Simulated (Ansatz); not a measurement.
## H₃SeSn, SMILES [SeH][SnH2]: a ladder of methods at one geometry, step by step

Program: Ansatz's Python interface.

Typed at the interpreter:
```pycon
>>> from pathlib import Path
>>> import ansatz as az
>>> from ase import Atoms
>>> import numpy as np
>>> atoms = Atoms(["Se", "Sn", "H", "H", "H"], positions=[
...     (0.9617, -0.9535, 1.2508),
...     (0.0133, 0.458, -0.7192),
...     (0.1277, -2.1479, 0.7211),
...     (-1.6591, 0.4711, -0.6794),
...     (0.6063, 2.0986, -0.6146),
... ])
>>> geometry = az.Crystal.molecule_from_ase(atoms)
>>> calc = (
...     geometry.calculation()
...     .basis(gaussian="def2-SVP")
...     .spin("collinear", total=1)  # two spin channels
... )
>>> print("functional    E (Ha)        dipole (D)   HOMO (eV)  LUMO (eV)")
functional    E (Ha)        dipole (D)   HOMO (eV)  LUMO (eV)
>>> for name in ["r2scan", "hf", "lc_wpbe", "b3lyp", "lda", "hse06"]:
...     report = calc.functional(name).forces().orbitals().run(threads=1, pin="off", runs_dir="runs").report
...     lines = Path(report["orbitals_path"]).read_text().splitlines()
...     field_of = lambda key: [line.split("=")[1].strip() for line in lines if line.startswith(key)]
...     orbitals = [(27.211386 * float(e), s, float(n)) for e, s, n in zip(field_of("Ene="), field_of("Spin="), field_of("Occup="))]
...     homo = max(e for e, _, n in orbitals if n > 0.5)
...     lumo = min(e for e, _, n in orbitals if n < 0.5)
...     dipole = 4.803205 * np.linalg.norm(report["charge_distribution"]["dipole_moment_e_ang"])
...     print(f"{name:10s} {report['free_energy_ev'] / 27.211386246:14.6f} {dipole:9.3f} {homo:11.3f} {lumo:10.3f}")
...
r2scan       -2617.409258     1.258      -5.199     -3.688
hf           -2614.625346     1.766      -8.344      0.224
lc_wpbe      -2617.036045     1.604      -8.384     -1.012
b3lyp        -2617.445528     1.094      -5.617     -3.486
lda          -2613.538604     0.973      -4.870     -4.218
hse06        -2617.054956     1.278      -5.506     -3.541
```

Caveats:
- Total energies depend on the basis set; only differences at equal settings carry meaning.
- The geometry is a force-field or estimated start, not a minimum of this method, and the basis set is short of its limit. A lower total doesn't mark the better method: functionals have no common bound, and MP2 and coupled cluster aren't variational.
- def2 sets replace the cores of elements past krypton by effective core potentials.
- The species is open-shell (spin multiplicity 2).
- b3lyp holds the VWN-RPA fit, as in Gaussian; the form of ORCA and Turbomole is b3lyp5.
- Levels such as HOMO and LUMO are orbital energies: with these approximate functionals they aren't the ionisation energy and electron affinity, and their gap isn't the fundamental gap.
- hse06 follows the composition of plane-wave codes, whose totals differ by tens of mHa, up to about 0.1 Ha, from the form usual in Gaussian-basis programs (wpbeh).
- Wall time of the script: 26 s on 1 thread of Arm Neoverse V2, on a shared host, peak memory 0.32 GiB.
